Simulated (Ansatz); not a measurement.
# FH5NSi2: the cost of one run

All numbers below are computed with Ansatz 0.2.0 (RKS B3LYP-D4/def2-SVP).

### Step 1. The structure to begin with

Bond lengths: N1–Si2 1.698 Å, Si2–F3 1.598 Å, Si2–Si4 2.401 Å, N1–H5 1.011 Å, N1–H6 1.008 Å, Si2–H7 1.454 Å, Si4–H8 1.470 Å, Si4–H9 1.470 Å. Angles: N1–Si2–F3 105.1°, N1–Si2–Si4 105.5°, N1–Si2–H7 124.5°, F3–Si2–Si4 98.1°, F3–Si2–H7 107.6°, Si4–Si2–H7 112.6°, Si2–N1–H5 119.8°, Si2–N1–H6 123.8°, H5–N1–H6 110.3°, Si2–Si4–H8 126.5°, Si2–Si4–H9 127.9°, H8–Si4–H9 104.8°.

Structure file:

```xyz
9

N    -0.1441    1.4826   -0.6528
Si    0.7948    0.1346   -0.2216
F     0.9123   -0.7360   -1.5564
Si   -0.6812   -1.3136    0.9981
H    -0.1527    1.8037   -1.6116
H    -0.3529    2.2438   -0.0266
H     2.1203    0.2111    0.3722
H    -0.3636   -2.6522    1.5150
H    -2.1330   -1.1742    1.1836
```

### Step 2. End point A

Contents of input.yaml:

```yaml
crystal:
  periodic: [false, false, false]
  atoms:
    - { symbol: "N", position_ang: [-0.1441, 1.48263, -0.6528] }
    - { symbol: Si, position_ang: [0.79479, 0.13461, -0.22157] }
    - { symbol: F, position_ang: [0.91235, -0.73598, -1.55637] }
    - { symbol: Si, position_ang: [-0.68116, -1.31357, 0.99809] }
    - { symbol: H, position_ang: [-0.15274, 1.80372, -1.61159] }
    - { symbol: H, position_ang: [-0.35287, 2.24383, -0.0266] }
    - { symbol: H, position_ang: [2.12028, 0.21106, 0.37221] }
    - { symbol: H, position_ang: [-0.36358, -2.65216, 1.51499] }
    - { symbol: H, position_ang: [-2.13297, -1.17415, 1.18364] }
total_charge: 1
basis:
  gaussian: { orbitals: def2-SVP }
hamiltonian:
  xc: b3lyp
  dispersion: d4
relax:
  f_tol: 0.015
  max_steps: 40
```

Command:

```
$ ansatz run input.yaml --threads 1 --pin off --max-ram 2048MiB --backend cpu --events-out ev --progress --plain --runs-dir out
```

**Question.** How long does this run take on 1 thread of an Arm CPU, shared host, and how much memory does it need?

About 1.7 min, with a peak of 0.17 GiB.
